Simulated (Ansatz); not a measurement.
**WCl (sextet): the correlation ladder, def2-SVP**

One table from this session's results is given with a row withheld; the runs are named, their logs left out.

Computed with Ansatz 0.2.0, Gaussian basis. Level: def2-SVP, core rule «outside noble gas», up to 9 orbitals frozen.

Plan: UHF; CCSD(T) on ROHF; CCSD(T) on UHF; CISD as a restricted active space (open shells left free, so some higher excitations enter); CCSDT(Q) on ROHF; CCSDT(Q) on UHF; CASSCF and MRCISD+Q, 13 electrons in 10 orbitals; CASSCF and NEVPT2, 13 electrons in 10 orbitals.

12 further runs of the same task are left out: 2 for a known fault of the program, 1 that didn't finish, 9 set aside as unsound or not needed. Runs told in other sessions of the task aren't counted.

**The system**

The geometry is a PBE0/def2-TZVP stationary point (not a proven minimum). No spin-orbit coupling is included. Elements past krypton take def2 core potentials.

2 atoms, charge 0, spin multiplicity 6.

Atoms are counted from 1 here; the program's logs count them from 0.

Bond lengths: W1–Cl2 2.275 Å.

Set-up of the first run:

The input, in.yaml:

```yaml
crystal:
  periodic: [false, false, false]
  atoms:
    - {symbol: W, position_ang: [0.000000, 0.000000, 0.000000]}
    - {symbol: Cl, position_ang: [0.000000, 0.000000, 2.275000]}
basis:
  gaussian: {orbitals: def2-SVP}
magnetization: {spin_polarized: true, initial_magnetization: 5}
hamiltonian: {xc: hf}
output: {orbitals: {seedname: orbitals}}
```

Launch:

```sh
$ ansatz run in.yaml --threads 1 --pin off --events-out ev --progress --plain --max-ram 2393MiB
```

Among the steps run: UHF; CCSD(T) on ROHF; CCSD(T) on UHF; CISD as a restricted active space (open shells left free, so some higher excitations enter); CCSDT(Q) on ROHF; CCSDT(Q) on UHF; CASSCF and MRCISD+Q, 13 electrons in 10 orbitals; CASSCF and NEVPT2, 13 electrons in 10 orbitals.

One of the session's tables, all rows but one given; the rest of the session is left out.

```
          method  from RCCSDT(Q) (kJ/mol)
            ROHF                   +592.2
             UHF                   +576.2
            RMP2                    +67.7
            UMP2                    +56.1
           RCCSD                    +15.9
           UCCSD                     +6.4
        RCCSD(T)                     +2.3
        UCCSD(T)                     -7.1
          RCCSDT                     +0.9
          UCCSDT                     -8.5
       RCCSDT(Q)                        0
       UCCSDT(Q)                     -9.6
  CASSCF valence                        ?
  NEVPT2 valence                   +124.1
  MRCISD valence                    +49.2
MRCISD+Q valence                     +8.1
```

**Question.** Estimate the row for CASSCF valence.

The run gave: from RCCSDT(Q) (kJ/mol): +558.6. In the column «from RCCSDT(Q) (kJ/mol)» it lies between NEVPT2 valence (+124.1) and UHF (+576.2).

Not comparable, so not listed: CISD as a restricted active space (open shells left free, so some higher excitations enter) (they don't share determinant, frozen orbitals or solution with the rows shown, or repeat one).

To keep in mind: Restricted and unrestricted rows rest on different reference determinants; a gap between their highest levels can come from leftover correlation error, from unlike frozen cores or from another state.
